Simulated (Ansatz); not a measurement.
This script drives Ansatz's Python interface.

The script, `vw3.py`:
```python
"""Smearing width test for VW3."""

import ansatz as az
from tabulate import tabulate


def main() -> None:
    vw3 = (
        az.Lattice.of((0.0, 3.125115, 3.125115), (3.125115, 0.0, 3.125115), (3.125115, 3.125115, 0.0))
        .atom("V", (0.0, 0.0, 0.0))
        .atom("W", (0.25, 0.25, 0.25))
        .atom("W", (0.75, 0.75, 0.75))
        .atom("W", (0.5, 0.5, 0.5))
        .moments(V=1.5)
    )

    setup = (
        vw3.calculation()
        .kpoints(7)
        .spin("collinear")
        .functional("pbesol", dispersion="d3bjatm")
    )

    rows = []
    for value in [0.5, 0.3, 0.2, 0.1]:
        rep = setup.occupations("cold", width=value).run(threads=1, backend="cpu").report
        rows.append((value, rep["free_energy_ev"] / len(rep["lattice"]["sites"]), rep["n_iterations"], rep["magnetization_mub"], rep["n_kpoints"]))

    print(tabulate(rows, headers=["width (eV)", "F/atom (eV)", "iterations", "moment (muB)", "k-points"], floatfmt=".4f", tablefmt="simple"))

    # differences from the last row
    for row in rows[:-1]:
        shift = 1000 * (row[1] - rows[-1][1])
        print(f"{row[0]}: {shift:+.2f} meV/atom" + ("  (within 5 meV)" if abs(shift) < 5 else ""))


if __name__ == "__main__":
    main()
```

It is started by `python vw3.py`. How long does it take on 1 thread of Arm Neoverse V1 (shared host), and how much memory does it need?

It took about 33 s, with a peak of 0.46 GiB, for 4 runs of the engine.

```console
$ python vw3.py
DeckWarning: basis.ecutwfc = 420 eV, auto-derived from the records' recommended cutoffs: set by V (normal level)
RunWarning: the starting moments were not kept: the SCF closed with an absolute magnetisation of 2.1e-5 μB, where they sum to 1.5 μB in size (1 site). That is at most 0.1 of that sum. Measured as [...]
  width (eV)    F/atom (eV)    iterations    moment (muB)    k-points
------------  -------------  ------------  --------------  ----------
      0.5000     -8414.4676            15          0.0000          20
      0.3000     -8414.4760            15          0.0000          20
      0.2000     -8414.4765            14          0.0000          20
      0.1000     -8414.4765            14          0.0000          20
0.5: +8.87 meV/atom
0.3: +0.42 meV/atom  (within 5 meV)
0.2: -0.05 meV/atom  (within 5 meV)
```
(Warnings from the package without file and line, shortened, repeats left out.)

Going from 0.1 to 0.5 eV changes F by +8.9 meV an atom. This scheme is built to cancel the term in the square of the width, but that needs a smooth density of states and a fine mesh, and here a sizeable shift remains.

What to keep in mind:
- The SCF didn't keep the moments it started from (some shrank, vanished or turned); what is printed is the state reached.
- Dispersion corrections can be off by several per cent in the lattices of metals, and by several GPa in the pressure at a fixed cell.
- For a metal this k-point mesh is coarse: on a finer one energies can move by several to tens of meV an atom and pressures by half a GPa or more, differences at one mesh by less.
- The overall sign of a collinear moment is arbitrary, and semilocal functionals can give small moments to compounds that are paramagnetic.
- The narrowest width needs the finest mesh, so the last row is no converged reference.
- Spin-orbit coupling, which matters for elements this heavy, is left out.
- The structure comes from a database of computed cells and needn't be a stable or known phase.
